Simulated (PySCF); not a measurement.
# ZnCl: changing the method

What do other methods print for ZnCl?

Computed with PySCF 2.14.0. Level: each script names its method and basis.

1 further run of the same task is left out (it didn't finish).

## 1. Starting geometry

ZnCl: 2 atoms, charge 0, spin multiplicity 2.

Bond lengths: Zn1–Cl2 2.109 Å.

## 2. The base run

input.py reads:

```python
from pyscf import gto, scf, mp

mol = gto.M(
    atom='Zn 0 0 0; Cl 0 0 2.109',
    basis='x2c-svpall',
    charge=0,
    spin=1,
    verbose=3,
)
mf = scf.UHF(mol)
mf = mf.sfx2c1e()
mf.kernel()
mp.MP2(mf, frozen=10).kernel()
mf.dip_moment()
print('orbital energies (hartree):', [e[max(0, n-3):n+3].round(4) for e, n in zip(mf.mo_energy, mol.nelec)])
```

On the command line:

```console
$ OMP_NUM_THREADS=1 python input.py
```

## 3. Revpbe (UKS)

Edit 1 changes functional: none (Hartree–Fock) → revpbe; SCF type: UHF → UKS; step after the SCF: mp2 → analyze.

input.py reads:

```python
from pyscf import gto, dft

mol = gto.M(
    atom='Zn 0 0 0; Cl 0 0 2.109',
    basis='x2c-svpall',
    charge=0,
    spin=1,
    verbose=3,
)
mf = dft.UKS(mol, xc='revpbe')
mf = mf.sfx2c1e()
mf.kernel()
mf.analyze()
print('orbital energies (hartree):', [e[max(0, n-3):n+3].round(4) for e, n in zip(mf.mo_energy, mol.nelec)])
```

## 4. MP2

Edit 2 changes frozen orbitals: 10 → none.

input.py: that of step 2 with these lines changed.

```diff
@@ -12,3 +12,3 @@
 mf.kernel()
-mp.MP2(mf, frozen=10).kernel()
+mp.MP2(mf).kernel()
 mf.dip_moment()
```

## 5. NEVPT2 (ROHF)

Edit 3 changes step after the SCF: mp2 → nevpt2; SCF type: UHF → ROHF; active space: none → 7 electrons in 6 orbitals.

input.py reads:

```python
from pyscf import gto, scf, mcscf, mrpt

mol = gto.M(
    atom='Zn 0 0 0; Cl 0 0 2.109',
    basis='x2c-svpall',
    charge=0,
    spin=1,
    verbose=3,
)
mf = scf.ROHF(mol)
mf = mf.sfx2c1e()
mf.kernel()
mc = mcscf.CASSCF(mf, 6, 7)
mc.kernel()
mc.analyze()
mrpt.NEVPT(mc).kernel()
mf.dip_moment()
print('orbital energies (hartree):', mf.mo_energy[..., max(0, mol.nelec[1]-3):mol.nelec[0]+3].round(4))
```

## 6. Geometry optimisation

Edit 4 changes step after the SCF: mp2 → optimize.

input.py reads:

```python
from pyscf import gto, scf
from pyscf.geomopt.geometric_solver import optimize

mol = gto.M(
    atom='Zn 0 0 0; Cl 0 0 2.109',
    basis='x2c-svpall',
    charge=0,
    spin=1,
    verbose=3,
)
mf = scf.UHF(mol)
mf = mf.sfx2c1e()
mf.kernel()
mol_eq = optimize(mf, maxsteps=30)
print('optimised geometry (angstrom)')
print(mol_eq.tostring('raw'))
print('orbital energies (hartree):', [e[max(0, n-3):n+3].round(4) for e, n in zip(mf.mo_energy, mol.nelec)])
```

## 7. SCF alone

Edit 5 changes step after the SCF: mp2 → none.

input.py: that of step 2 with these lines changed.

```diff
@@ -1,2 +1,2 @@
-from pyscf import gto, scf, mp
+from pyscf import gto, scf
 
@@ -12,3 +12,2 @@
 mf.kernel()
-mp.MP2(mf, frozen=10).kernel()
 mf.dip_moment()
```

## 8. NEVPT2 (ROHF)

Edit 6 changes step after the SCF: mp2 → nevpt2; SCF type: UHF → ROHF; active space: none → 5 electrons in 5 orbitals.

input.py reads:

```python
from pyscf import gto, scf, mcscf, mrpt

mol = gto.M(
    atom='Zn 0 0 0; Cl 0 0 2.109',
    basis='x2c-svpall',
    charge=0,
    spin=1,
    verbose=3,
)
mf = scf.ROHF(mol)
mf = mf.sfx2c1e()
mf.kernel()
mc = mcscf.CASSCF(mf, 5, 5)
mc.kernel()
mc.analyze()
mrpt.NEVPT(mc).kernel()
mf.dip_moment()
print('orbital energies (hartree):', mf.mo_energy[..., max(0, mol.nelec[1]-3):mol.nelec[0]+3].round(4))
```

Q: Predict the outcome of this session. Wanted: for each run, E(SCF); from base; gap, α spin; SCF dipole; after the SCF.

The runs gave:

```csv
run,E(SCF) (hartree),from base (eV),"gap, α spin (eV)",SCF dipole (D),after the SCF
base,-2254.722746,0,12.54,3.23,"MP2 correlation -13.445 eV, core frozen"
revpbe (UKS),-2256.881111,not comparable,5.20,2.24,n/a
MP2,-2254.722746,0.0000,12.54,3.23,MP2 correlation -13.794 eV
NEVPT2 (ROHF),-2254.721518,+0.0334,n/a,3.27,"NEVPT2 correlation -13.585 eV (from the SCF energy, the CASSCF gain included)"
geometry optimisation,-2254.722746,0.0000,12.54,n/a,"bond 2.185 Å, -0.041 eV"
SCF alone,-2254.722746,0.0000,12.54,3.23,n/a
NEVPT2 (ROHF),-2254.721518,+0.0334,n/a,3.27,"NEVPT2 correlation -13.655 eV (from the SCF energy, the CASSCF gain included)"
```

SCF columns refer to the geometry typed in the script.

**Reading.** Total energies of different functionals can't be compared with each other; differences within one functional can. The dearest run is “geometry optimisation”, at 24 s against 2.4 s.
